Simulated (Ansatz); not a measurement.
Which YAML input does this script hand to the engine? (the Ansatz DFT code, driven from Python)

`deck.py`:
```python
'''CrNi3 from an input typed as a mapping.'''

import warnings

import ansatz as az

warnings.simplefilter('ignore', az.DeckWarning)

inputs = {
    'crystal': {
        'lattice': [
            [0.0, 2.818112, 2.818112],
            [2.818112, 0.0, 2.818112],
            [2.818112, 2.818112, 0.0],
        ],
        'atoms': [
            {'symbol': 'Cr', 'position': [0.0, 0.0, 0.0], 'spin': 3.9},
            {'symbol': 'Ni', 'position': [0.75, 0.75, 0.75], 'spin': 2.0},
            {'symbol': 'Ni', 'position': [0.25, 0.25, 0.25], 'spin': 2.0},
            {'symbol': 'Ni', 'position': [0.5, 0.5, 0.5], 'spin': 2.0},
        ],
    },
    'magnetization': {'spin_polarized': True},
    'kpoints': {'mp_grid': {'grid': [7, 7, 7]}},
    'hamiltonian': {'xc': 'lda'},
    'scf': {'occupations': {'method': 'cold', 'width': 0.15}},
    'output': {'stress': True, 'eigenvalues': True},
}

planned = az.Session.from_dict(inputs).plan(threads=1, pin='off')
result = planned.execute()
r = result.report

for key in ('converged', 'n_iterations', 'n_electrons', 'n_kpoints', 'n_pw', 'n_symmetry_ops', 'free_energy_ev', 'fermi_energy_ev'):
    print(f'{key:18s} {r[key]}')

edges = r.get('band_edges_ev')
if edges:
    print(f'band edges on the mesh: {edges[0]:.3f} and {edges[1]:.3f} eV, gap {edges[1] - edges[0]:.3f} eV')
else:
    print('no band edges reported (a metal, or a gap too narrow for this smearing); Fermi level', round(r['fermi_energy_ev'], 3), 'eV')

print('site moments (muB):', [round(m, 2) for m in r['site_moments_mub']])
print('electrons up, down:', [round(n, 3) for n in r['spin_occupation_sums']])
```

```console
$ python deck.py
RunWarning: the starting moments were not kept: 1 of 4 ended reversed and 3 kept their direction, counting a site from 0.1 μB. The largest reversed, site 3 (counted from 0, in the order of the report's site_moments_mub), started with +2.0 μB and closes at -2.1e-1 μB in its sphere. The SCF closed on another magnetic [...]
converged          True
n_iterations       23
n_electrons        68.0
n_kpoints          20
n_pw               893
n_symmetry_ops     48
free_energy_ev     -20642.5187866359
fermi_energy_ev    17.860142004414534
no band edges reported (a metal, or a gap too narrow for this smearing); Fermi level 17.86 eV
site moments (muB): [1.28, 0.3, 0.3, -0.21]
electrons up, down: [34.908, 33.092]
```
(Warnings from the package without file and line, shortened.)

`input.yaml`:
```yaml
crystal:
  lattice:
    - [0.0, 2.818112, 2.818112]
    - [2.818112, 0.0, 2.818112]
    - [2.818112, 2.818112, 0.0]
  atoms:
    - { symbol: Cr, position: [0.0, 0.0, 0.0], spin: 3.9 }
    - { symbol: Ni, position: [0.75, 0.75, 0.75], spin: 2.0 }
    - { symbol: Ni, position: [0.25, 0.25, 0.25], spin: 2.0 }
    - { symbol: Ni, position: [0.5, 0.5, 0.5], spin: 2.0 }
magnetization:
  spin_polarized: true
kpoints:
  mp_grid: { grid: [7, 7, 7] }
hamiltonian:
  xc: lda
scf:
  occupations: { method: cold, width: 0.15 }
output:
  stress: true
  eigenvalues: true
```

Launched from the shell:
```console
$ ansatz run input.yaml --threads 1 --pin off --max-ram 3072MiB --backend cpu --events-out ev --progress --plain --runs-dir out
Engine: ansatz 0.2.0, aarch64-unknown-linux-gnu
Pseudopotentials: kind: paw
Pseudopotential: Cr, paw, valence charge 14, recommended cutoff 420 eV (normal), Cr.paw.azcp
Pseudopotential: Ni, paw, valence charge 18, recommended cutoff 420 eV (normal), Ni.paw.azcp
Functional definition: SPW92
  exchange = slater_x
  correlation = pw_c
Crystal: 4 atoms, lattice volume = 44.762 Å³
Basis set: ecut = 420 eV, 893 PW (Γ)
Bands: 47, of which v1, the nominal top of the filled ones, is band 34 counted from 1 (33 counted from 0)
Symmetry: 48 space group operations
Space group: Fm-3m (ITA 225), of the structure as read, at distance tolerance 3.6e-5 Å
Magnetic group: BNS 225.116 (UNI 1618), of the structure as read, at distance tolerance 3.6e-5 Å
k-points: 20 of 343
Non-local potential: Cr, projectors of the file, l = 0: 3, l = 1: 2, l = 2: 3, l = 3: 1
Non-local potential: Ni, projectors of the file, l = 0: 3, l = 1: 2, l = 2: 3, l = 3: 1
PAW form: soft (Blöchl's): semilocal exchange-correlation on the pseudo side does not see the compensation charge
PAW frozen core: Cr, regenerated for the run's functional, and the local potential with it (the file was generated under x = pbe(κ = 0.804, μ = 0.2195149727645171), c = pbe(β = 0.06672455060314922))
PAW frozen core: Ni, regenerated for the run's functional, and the local potential with it (the file was generated under x = pbe(κ = 0.804, μ = 0.2195149727645171), c = pbe(β = 0.06672455060314922))
PAW one-centre angular grid: Cr, 590 points (default); XC on 64 Gauss nodes
PAW one-centre angular grid: Ni, 590 points (default); XC on 64 Gauss nodes
Initial density: superposition of atomic densities (chi_scale 0.1, normalization cell)
Starting moments: Σ|m| = 9.9 μB on 4 of 4 sites
Initial wavefunctions: pseudopotential atomic-orbital guess
Functional: x = slater, c = lda
SCF iter   1: F=—  HF=-20645.252037 eV  |F-HF|=—  |Δ(HF+E_count)|=         —  Δρ=3.22e-1 (↑3.22e-1 ↓1.90e-1)  dr2=1.34e1  dr2_m=2.56e1  M=1.310 μB ∫|m|=1.328 μB  β_m=0.30  ethr=3.10e-3  ⟨swp⟩=5.5  Hψ=5994  notcnv=0  defer=18
Mixer restart at iter 1: flushing history
preconditioner: auto → Kerker (q_TF=auto, 2.925 Å⁻¹)  [metal: Δε(μ)=0.026 eV  Ē_g=9.438 eV  σ=0.150 eV  W_gap=0.10  n_scr=14 (ndim 8)  ℏωp=33.3 eV  f_vac=0.000  D(μ)=3.69/eV (n_scr^D=50)]
spin=Collinear: Kerker preconditioning applied to the charge; magnetization (m = ρ↑ − ρ↓) channel mixes plain (no charge-response kernel on spin).
SCF iter   2: F=—  HF=-20641.887180 eV  |F-HF|=—  |Δ(HF+E_count)|=    3.36e0  Δρ=1.95e-1 (↑1.95e-1 ↓1.70e-1)  dr2=5.95e0  dr2_m=1.27e1  M=1.348 μB ∫|m|=1.372 μB  β_m=0.60  ethr=3.10e-3  ⟨swp⟩=3.0  Hψ=3572  notcnv=0  defer=197
SCF iter   3: F=—  HF=-20643.852977 eV  |F-HF|=—  |Δ(HF+E_count)|=    1.97e0  Δρ=1.00e-1 (↑1.00e-1 ↓3.95e-2)  dr2=3.76e0  dr2_m=5.36e-1  M=1.594 μB ∫|m|=2.005 μB  β_m=0.52  ethr=3.10e-3  ⟨swp⟩=3.9  Hψ=3880  notcnv=0  defer=198
SCF iter   4: F=—  HF=-20642.491543 eV  |F-HF|=—  |Δ(HF+E_count)|=    1.36e0  Δρ=3.69e-2 (↑1.78e-2 ↓3.69e-2)  dr2=6.03e-1  dr2_m=1.79e-1  M=1.625 μB ∫|m|=1.869 μB  β_m=0.62  ethr=3.10e-3  ⟨swp⟩=3.0  Hψ=3977  notcnv=0  defer=180
SCF iter   5: F=—  HF=-20642.535773 eV  |F-HF|=—  |Δ(HF+E_count)|=   4.42e-2  Δρ=2.66e-2 (↑2.66e-2 ↓1.58e-2)  dr2=1.59e-1  dr2_m=1.40e-1  M=1.827 μB ∫|m|=2.224 μB  β_m=0.81  ethr=8.87e-4  ⟨swp⟩=2.0  Hψ=2402  notcnv=0  defer=179
SCF iter   6: F=—  HF=-20642.600870 eV  |F-HF|=—  |Δ(HF+E_count)|=   6.51e-2  Δρ=2.07e-2 (↑1.49e-2 ↓2.07e-2)  dr2=3.28e-1  dr2_m=1.63e-2  M=1.806 μB ∫|m|=2.269 μB  β_m=0.65  ethr=2.34e-4  ⟨swp⟩=2.1  Hψ=3435  notcnv=0  defer=179
SCF iter   7: F=—  HF=-20642.557128 eV  |F-HF|=—  |Δ(HF+E_count)|=   4.37e-2  Δρ=1.17e-2 (↑1.17e-2 ↓9.31e-3)  dr2=6.75e-2  dr2_m=2.34e-2  M=1.727 μB ∫|m|=2.184 μB  β_m=0.58  ethr=2.34e-4  ⟨swp⟩=2.0  Hψ=3106  notcnv=0  defer=179
SCF iter   8: F=—  HF=-20642.543623 eV  |F-HF|=—  |Δ(HF+E_count)|=   1.35e-2  Δρ=1.90e-3 (↑1.90e-3 ↓1.25e-3)  dr2=3.92e-3  dr2_m=1.24e-4  M=1.727 μB ∫|m|=2.147 μB  β_m=0.79  ethr=9.93e-5  ⟨swp⟩=2.2  Hψ=2655  notcnv=0  defer=179
SCF iter   9: F=—  HF=-20642.543937 eV  |F-HF|=—  |Δ(HF+E_count)|=   3.14e-4  Δρ=4.23e-4 (↑3.62e-4 ↓4.23e-4)  dr2=1.88e-4  dr2_m=3.18e-6  M=1.703 μB ∫|m|=2.115 μB  β_m=0.89  ethr=5.77e-6  ⟨swp⟩=2.2  Hψ=2609  notcnv=0  defer=179
SCF iter  10: F=—  HF=-20642.543946 eV  |F-HF|=—  |Δ(HF+E_count)|=   9.27e-6  Δρ=3.53e-4 (↑3.53e-4 ↓1.16e-4)  dr2=6.92e-5  dr2_m=1.04e-5  M=1.702 μB ∫|m|=2.114 μB  β_m=0.95  ethr=2.77e-7  ⟨swp⟩=1.3  Hψ=1991  notcnv=0  defer=179
SCF iter  11: F=—  HF=-20642.518284 eV  |F-HF|=—  |Δ(HF+E_count)|=         —  Δρ=2.17e-3 (↑2.17e-3 ↓1.81e-3)  dr2=5.73e-4  dr2_m=1.51e-3  M=1.763 μB ∫|m|=2.164 μB  β_m=0.95  ethr=1.02e-7  ⟨swp⟩=2.1  Hψ=2135  notcnv=0  defer=179
Mixer restart at iter 11: flushing history
iteration 11: the input's own smearing fills from here on; a Gaussian of 0.15 eV has filled iterations ahead of it
SCF iter  12: F=—  HF=-20642.520038 eV  |F-HF|=—  |Δ(HF+E_count)|=   1.75e-3  S|Δr|=    0.00e0  Δρ=5.34e-3 (↑5.34e-3 ↓3.86e-3)  dr2=3.36e-2  dr2_m=1.55e-3  M=1.785 μB ∫|m|=2.213 μB  β_m=0.66  ethr=1.02e-7  ⟨swp⟩=2.5  Hψ=3173  notcnv=0  defer=179  recentre
SCF iter  13: F=—  HF=-20642.519034 eV  |F-HF|=—  |Δ(HF+E_count)|=   1.00e-3  S|Δr|=    0.00e0  Δρ=3.25e-3 (↑3.25e-3 ↓2.09e-3)  dr2=1.12e-2  dr2_m=5.57e-4  M=1.782 μB ∫|m|=2.176 μB  β_m=0.25  ethr=1.02e-7  ⟨swp⟩=2.9  Hψ=3440  notcnv=0  defer=179
SCF iter  14: F=—  HF=-20642.518812 eV  |F-HF|=—  |Δ(HF+E_count)|=   2.22e-4  S|Δr|=    0.00e0  Δρ=2.23e-3 (↑2.23e-3 ↓1.08e-3)  dr2=3.14e-3  dr2_m=3.06e-4  M=1.785 μB ∫|m|=2.201 μB  β_m=0.43  ethr=1.02e-7  ⟨swp⟩=2.2  Hψ=3099  notcnv=0  defer=179
[... 5 lines left out ...]
SCF iter  20: F=—  HF=-20642.518787 eV  |F-HF|=—  |Δ(HF+E_count)|=   8.96e-7  S|Δr|=    0.00e0  Δρ=3.36e-5 (↑3.36e-5 ↓1.24e-5)  dr2=6.55e-7  dr2_m=7.08e-8  M=1.816 μB ∫|m|=2.248 μB  β_m=0.93  ethr=1.58e-8  ⟨swp⟩=1.0  Hψ=1712  notcnv=0  defer=179
SCF iter  21: F=—  HF=-20642.518787 eV  |F-HF|=—  |Δ(HF+E_count)|=   1.17e-8  S|Δr|=    0.00e0  Δρ=1.07e-5 (↑4.39e-6 ↓1.07e-5)  dr2=4.90e-8  dr2_m=1.18e-8  M=1.816 μB ∫|m|=2.248 μB  β_m=0.83  ethr=1.47e-10  ⟨swp⟩=8.7  Hψ=9079  notcnv=0
SCF iter  22: F=—  HF=-20642.518787 eV  |F-HF|=—  |Δ(HF+E_count)|=   1.50e-8  S|Δr|=    0.00e0  Δρ=2.11e-5 (↑2.11e-5 ↓1.13e-5)  dr2=3.93e-7  dr2_m=1.08e-8  M=1.816 μB ∫|m|=2.248 μB  β_m=0.54  ethr=7.21e-11  ⟨swp⟩=3.3  Hψ=4852  notcnv=0  recentre
SCF iter  23: F=-20642.518787 eV  HF=-20642.518787 eV  |F-HF|=3.39e-9  |Δ(HF+E_count)|=   1.67e-8  S|Δr|=    0.00e0  Δρ=2.27e-6 (↑2.05e-6 ↓2.27e-6)  dr2=2.90e-9  dr2_m=1.06e-9  M=1.816 μB ∫|m|=2.248 μB  ethr=7.21e-11  ⟨swp⟩=2.2  Hψ=5324  notcnv=0
SCF 1 converged in 23 iterations: F = -20642.518787 eV  dr2 = 2.90e-9
  greatest PAW one-centre occupation: 1.001 electrons in one spin orbital (limit 2), on the Ni atom at site 3 (counted from 0), in its partial waves of l = 1
this state was not tested for a lower state beside it, because cold or Methfessel-Paxton smearing, or corrected tetrahedra, fill the levels in a way that the test cannot read (fill_not_monotonic; see scf.lower_state_search)
SCF converged after 23 iterations
Magnetization: 1.8164 μB (34.9082 up, 33.0918 down)
Absolute magnetization: 2.2475 μB (∫|ρ↑−ρ↓|, with the PAW one-centre terms)
Spin contamination: 0.1372 ħ² per cell (⟨S²⟩ above its minimum at these occupations)
Per-site moments (μB) at R_I (Å): [(1.2772447944899352, 1.0067295903677806), (0.3023959708831614, 1.0067295903677806), (0.3023959708831618, 1.0067295903677809), (-0.2064050887106581, 1.0067295903677809)]
Free energy (F): -20642.518787 eV
Harris-Foulkes:  -20642.518787 eV  (|F-HF|=3.39e-9)
Internal energy: -20642.524111 eV  (E = F + TS)
E sigma→0 (E₀):  -20642.520561 eV
Entropy (-TS):   0.005324 eV (1.331 meV/atom)
Fermi energy:    17.860142 eV
--- Per-component energies (eV) ---
  E_band       = -1022.468116
  E_kinetic    = 1191.550542
  E_local      = -11723.042520  (includes V_loc(G=0)·N_el)
  E_nonlocal   = 1996.590365
  E_hartree    = 4915.557667
  E_xc         = -392.547796
  E_vxc        = -506.523229  (∫ρ·V_xc dr)
  E_paw        = -5827.693297  (= ΣΔE_a)
  E_vpaw       = -1812.154768  (= ΣTr[D̂ρ^β])
  E_aug_tail   = 0.001751  (compensation charges beyond the density's cutoff)
  E_ewald      = -10804.608309
  E_core_change = 1.667486  (= ΣΔE_core)
  E_smearing   = 0.005324  (= −TS)
  E_closure    = -0.000000  (closes the sum)
  Σ components = -20642.518787   (vs F -20642.518787, Δ=0.00e0)
--- Stress (GPa, compression-positive) ---
      -16.925340      -0.000000       0.000000
        0.000000     -16.925340      -0.000000
       -0.000000      -0.000000     -16.925340
  P = ⅓ Tr σ = -16.9253 GPa (-169.253 kbar)
--- Band table (eV; the first three rows and the last of 40) ---
  k-point 0 ↑: bands = ["-84.8196", "-84.8128", "-84.1991", "-53.9792", "-45.6459", "-45.6459", "-45.6459", "-45.6270", "-45.6270", "-45.6270", "-45.0246", "-45.0246", "-45.0246", "-25.6513", "-25.6513", "-25.6513", "8.9881", "13.4581", "13.4581", "14.6912", "14.6912", "14.6912", "14.8778", "14.8778", "14.8778", "15.7024", "15.7024", "15.7024", "16.8375", [...]
  k-point 1 ↑: bands = ["-84.8192", "-84.8131", "-84.1992", "-53.9793", "-45.6466", "-45.6453", "-45.6453", "-45.6280", "-45.6280", "-45.6259", "-45.0250", "-45.0243", "-45.0243", "-25.6524", "-25.6514", "-25.6514", "9.3045", "13.5814", "13.5814", "14.4418", "14.6473", "14.6473", "14.9124", "14.9609", "14.9609", "15.6450", "15.6450", "15.8666", "16.8670", [...]
  k-point 2 ↑: bands = ["-84.8181", "-84.8139", "-84.1994", "-53.9795", "-45.6454", "-45.6435", "-45.6435", "-45.6307", "-45.6307", "-45.6262", "-45.0257", "-45.0235", "-45.0235", "-25.6548", "-25.6515", "-25.6515", "10.2109", "13.9176", "13.9176", "14.3261", "14.3718", "14.6809", "14.6809", "14.9926", "14.9926", "15.4569", "15.4569", "16.1468", "16.9415", [...]
  k-point 19 ↓: bands = ["-84.4665", "-84.4665", "-84.4344", "-52.6190", "-45.3617", "-45.3422", "-45.3261", "-45.3108", "-45.2824", "-45.2800", "-45.2232", "-45.2161", "-45.2047", "-24.3326", "-24.3316", "-24.3290", "13.0021", "13.4672", "13.5591", "13.9419", "15.1335", "15.3382", "15.3489", "15.4559", "15.5916", "15.7283", "15.8476", "16.0892", "16.9093", [...]
```

Total energies depend on the potentials; only differences at equal settings carry meaning. A total without «per atom» is that of the cell as typed. The SCF didn't keep the moments it started from (some shrank, vanished or turned); what is printed is the state reached. The mesh is modest for a metal, so energies can be off by several to tens of meV an atom and pressures by half a GPa or more; differences at equal mesh fare better. The zero of the levels is a convention of the potentials, so an absolute Fermi energy is no work function. At these settings the cell as given stands under about -17 GPa, so it isn't at this functional's equilibrium volume. This cell is a computed structure, which may not be the phase found in nature. Gaps and levels are Kohn-Sham values on a finite set of k-points. The script silences the warnings on its input, which a real study should read. Hardware and time: 13 s on 1 thread of Arm Neoverse V2, on a shared host, peak memory 0.48 GiB.

(Lines on the test bed's own set-up are left out of the output.)
